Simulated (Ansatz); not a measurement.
# NiPt5: the cost of one run

Method: DFT PBE, scalar-relativistic, plane waves, PAW, in Ansatz 0.2.0.

## (1) The starting structure

Symmetry: P4/mmm, No. 123, tetragonal system. The conventional cell has a = 2.774 Å, b = 2.774 Å, c = 11.769 Å, α = 90.00°, β = 90.00°, γ = 90.00°. Around Ni (site symmetry 4/mmm) lie 4 Ni at 2.77 Å and 8 Pt at 2.77 Å. Pt (site symmetry 4mm) is surrounded by 12 Pt at 2.77 Å. Pt (site symmetry 4mm) is surrounded by 8 Pt at 2.77 Å and 4 Ni at 2.77 Å. Pt (site symmetry 4/mmm) is surrounded by 12 Pt at 2.77 Å.

As a file:

```xyz
6
Lattice="2.7739 0.0000 0.0000 0.0000 2.7739 0.0000 0.0000 0.0000 11.7687" Properties=species:S:1:pos:R:3 pbc="T T T"
Ni    0.0000    0.0000    0.0000
Pt    0.0000    0.0000    7.8458
Pt    1.3870    1.3870    9.8072
Pt    1.3870    1.3870    1.9614
Pt    0.0000    0.0000    3.9229
Pt    1.3870    1.3870    5.8843
```

The start is an ordering of an alloy on its end members' structure types: elements ordered on the sites of the Ir type, Ni/Pt on Ir (P4/mmm, No. 123).

## (2) The guess as it stands, on a coarse mesh

input.yaml reads:

```yaml
crystal:
  lattice:
    - [2.77390217, 0.0, 0.0]
    - [0.0, 2.77390217, 0.0]
    - [0.0, 0.0, 11.76867019]
  atoms:
    - { symbol: Ni, position: [0.0, 0.0, 0.0], spin: 2.0 }
    - { symbol: Pt, position: [0.0, 0.0, 0.66666667] }
    - { symbol: Pt, position: [0.5, 0.5, 0.83333333] }
    - { symbol: Pt, position: [0.5, 0.5, 0.16666667] }
    - { symbol: Pt, position: [0.0, 0.0, 0.33333333] }
    - { symbol: Pt, position: [0.5, 0.5, 0.5] }
basis:
  ecutwfc: 420
kpoints:
  mp_grid: { grid: [6, 6, 2] }
hamiltonian:
  xc: pbe
scf:
  occupations: { method: gaussian, width: 0.1 }
  lower_state_search: "off"
output:
  forces: true
  stress: true
  eigenvalues: true
  populations: true
magnetization:
  spin_polarized: true
```

On the command line:

```
$ ansatz run input.yaml --threads 1 --pin off --max-ram 2560MiB --backend cpu --events-out ev --progress --plain --runs-dir out
```

Q: Estimate wall time and peak memory on 1 thread of Intel Xeon at 2.50GHz (Skylake/Cascade Lake), shared host.

About 62 s, with a peak of 0.49 GiB.
